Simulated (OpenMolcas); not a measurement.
# F, step by step

We compute a series of 9 runs (ROHF/def2-SVP, CASSCF(7,4)/def2-SVP, CASPT2(7,4)/def2-SVP, CASPT2[IPEA 0](7,4)/def2-SVP, SC-NEVPT2(7,4)/def2-SVP, PC-NEVPT2(7,4)/def2-SVP, MC-PDFT[tPBE](7,4)/def2-SVP, MC-PDFT[ftPBE](7,4)/def2-SVP, and more) of F. 

Program for the calculation: OpenMolcas 26.06.

88 further runs of the same task are left out: 88 set aside as unsound or not needed.

**1. The energy at ROHF/def2-SVP (run 1)**

Input file step1.input:

```
&GATEWAY
 BasLib=$CurrDir
 Coord
 1
 angstrom
 F        0.000000       0.000000       0.000000
 Basis=def2-SVP
 Group=NoSym

&SEWARD

&SCF
 UHF
 Spin=2
 PrOrbitals=1 1

&RASSCF
 FileOrb=$Project.UnaOrb
 Spin=2
 Nactel=1 0 0
 Inactive=4
 Ras2=1
 OutOrbitals=Canonical
 OrbListing=Nothing
```

The basis set def2-SVP is read from a file made from the Basis Set Exchange's data (not shown).

Run with:

```console
$ export MOLCAS_MEM=1860
$ pymolcas step1.input > step1.log
```

What it wrote:

```text
--- Start Module: gateway ---
[...]
--- Stop Module: gateway /rc=_RC_ALL_IS_WELL_ ---
[...]
      Basis functions           14
[...]
--- Start Module: scf ---
[...]
       Convergence after   9 Iterations
[...]
::    Total SCF energy                                -99.2840512006
[...]
      Total spin, S                                     0.5012059072
[...]
--- Stop Module: scf /rc=_RC_ALL_IS_WELL_ ---
--- Start Module: rasscf ---
[...]
      Number of active orbitals                  1
[...]
      Spin quantum number                      0.5
[...]
      Active orbitals                            1
[...]
      Number of CSFs                             1
[...]
      Number of root(s) required                 1
[...]
      Convergence after  5 iterations
[...]
      printout of CI-coefficients larger than  0.05 for root  1
      energy=     -99.280473
      conf/sym  1     Coeff  Weight
             1  u   1.00000 1.00000
      Natural orbitals and occupation numbers for root  1
      sym 1:   1.000000
      ************************************************************************************************************************
      *                                                    Final results                                                     *
[...]
::    RASSCF root number  1 Total energy:    -99.28047308
[...]
      Total electronic charge=    9.000000
      Total            charge=   -0.000000
[...]
      Dipole Moment (debye):
      Origin of the operator (angstrom)=    0.0000    0.0000    0.0000
                   X=  2.6250E-17               Y=  3.7852E-16               Z= -1.5499E-16           Total=  4.0987E-16
      Quadrupole Moment (debye*angstrom):
[...]
--- Stop Module: rasscf /rc=_RC_ALL_IS_WELL_ ---
[...]
```

Run time: 1.4 s. Hardware: 1 thread of Intel Xeon 6975P-C (Granite Rapids), shared host; peak memory 0.37 GiB.

**2. The F atom: the energy at CASSCF(7,4)/def2-SVP (run 2)**

Input file step2.input:

```
&gateway
baslib=$CurrDir
coord
1
angstrom
F        0.000000       0.000000       0.000000
basis=def2-SVP
group=NoSym
&seward
&rasscf
fileorb=$CurrDir/step1.RasOrb
spin=2
nactel=7 0 0
inactive=1
ras2=4
orblisting=Nothing
```

The basis set def2-SVP is read from a file made from the Basis Set Exchange's data (not shown).

Run the same way, it converges to -99.28047 Eh (log not shown).

**3. The F atom: the energy at CASPT2(7,4)/def2-SVP (run 3)**

Input file step3.input:

```
>>> EXPORT MOLCAS_PRINT=2

&GATEWAY
 BASLIB=$CurrDir
 COORD
 1
 angstrom
 F        0.000000       0.000000       0.000000
 BASIS=def2-SVP
 GROUP=NoSym

&SEWARD

&RASSCF
 FILEORB=$CurrDir/step2.RasOrb
 SPIN=2
 NACTEL=7 0 0
 INACTIVE=1
 RAS2=4
 ORBLISTING=Nothing

&CASPT2
 IPEA=0.25
 IMAGINARY=0.1
 FROZEN=1
```

The basis set def2-SVP is read from a file made from the Basis Set Exchange's data (not shown).

Run the same way, it converges to -99.42496 Eh (log not shown).

Runs 4 to 8 aren't shown in full; the table further down has their settings and results.

**4. The F atom: a single-point energy at MRCI(7,4)/def2-SVP (run 9)**

Input file step9.input:

```
* F MRCI

&GATEWAY
  BasLib=$CurrDir
  Coord
  1
  angstrom
  F        0.000000       0.000000       0.000000
  Basis=def2-SVP
  Group=NoSym

&SEWARD

&RASSCF
  FileOrb=$CurrDir/step2.RasOrb
  Spin=2
  Nactel=7 0 0
  Inactive=1
  Ras2=4
  OrbListing=Nothing

&MOTRA
  LumOrb
  Frozen=1

&GUGA
  Electrons=7
  Spin=2
  Inactive=0
  Active=4
  CIAll=1

&MRCI
  SDCI
```

The basis set def2-SVP is read from a file made from the Basis Set Exchange's data (not shown).

Run the same way, it converges to -99.43073 Eh (log not shown).

**5. The series**

```
run                         level   active rule  inactive  energy (Eh)  dipole moment (D) of the reference  wall time
  1                 ROHF/def2-SVP             –         –   -99.280473                                0.00      1.4 s
  2          CASSCF(7,4)/def2-SVP  full valence         1   -99.280473                                0.00        1 s
  3          CASPT2(7,4)/def2-SVP  full valence         1   -99.424959                                0.00      1.1 s
  4  CASPT2[IPEA 0](7,4)/def2-SVP  full valence         1   -99.426855                                0.00        1 s
  5       SC-NEVPT2(7,4)/def2-SVP  full valence         1   -99.406070                                0.00      1.1 s
  6       PC-NEVPT2(7,4)/def2-SVP  full valence         1   -99.406346                                0.00      1.1 s
  7   MC-PDFT[tPBE](7,4)/def2-SVP  full valence         1   -99.530356                                0.00      1.1 s
  8  MC-PDFT[ftPBE](7,4)/def2-SVP  full valence         1   -99.561189                                0.00      1.1 s
  9            MRCI(7,4)/def2-SVP  full valence         1   -99.430731                                0.00      1.1 s
```

**6. Results**

| quantity | value |
| --- | --- |
| F atom, run 9: total energy | -99.43073 Eh |
| F atom, run 9: dipole moment (CASSCF density) | 0.00 D |

What this shows: Below the ROHF energy at the same shape and in the same basis (def2-SVP): CASSCF(7,4) +0.0 mEh; CASPT2(7,4) -144.5 mEh; CASPT2[IPEA 0](7,4) -146.4 mEh; SC-NEVPT2(7,4) -125.6 mEh; PC-NEVPT2(7,4) -125.9 mEh; MRCI(7,4) -150.3 mEh. Active-space methods hold only the correlation inside their space unless a perturbation or CI step follows. All runs together took 10 s, the longest 1.4 s.
